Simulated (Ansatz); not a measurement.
# Ti: the cost of one run

Computed with Ansatz 0.2.0 (DFT r2SCAN, scalar-relativistic, plane waves, PAW, unless a step's input says otherwise).

This is Ti in the fcc structure; at room conditions it is hcp.

## 1. Starting point

The structure is cubic, space group Fm-3m (No. 225). Conventional cell: a = 4.060 Å, b = 4.060 Å, c = 4.060 Å, α = 90.00°, β = 90.00°, γ = 90.00°. Ti (site symmetry m-3m) is surrounded by 12 Ti at 2.87 Å.

Structure file:

```xyz
2
Lattice="0.0000 -2.0300 -2.0300 -2.0300 0.0000 -2.0300 2.0300 2.0300 -4.0600" Properties=species:S:1:pos:R:3 pbc="T T T"
Ti    0.0000    0.0000   -4.0600
Ti    0.0000    0.0000    0.0000
```

The cell is taken as given, not relaxed at this level.

## 2. The undisturbed cell

File input.yaml:

```yaml
crystal:
  lattice:
    - [0.0, -2.03, -2.03]
    - [-2.03, 0.0, -2.03]
    - [2.03, 2.03, -4.06]
  atoms:
    - { symbol: Ti, position: [0.5, 0.5, 0.5] }
    - { symbol: Ti, position: [0.0, 0.0, 0.0] }
basis:
  ecutwfc: 500
kpoints:
  mp_grid: { grid: [18, 18, 20] }
hamiltonian:
  xc: r2scan
scf:
  occupations: { method: gaussian, width: 0.15 }
output:
  forces: true
  stress: true
  eigenvalues: true
```

Launch:

```bash
ansatz run input.yaml --threads 2 --pin off --max-ram 5120MiB --backend cpu --events-out ev --progress --plain --runs-dir out
```

**Question.** How long does this run take on 2 threads of Intel Xeon 6975P-C (Granite Rapids), shared host, and how much memory does it need?

About 26 s, with a peak of 1.3 GiB.
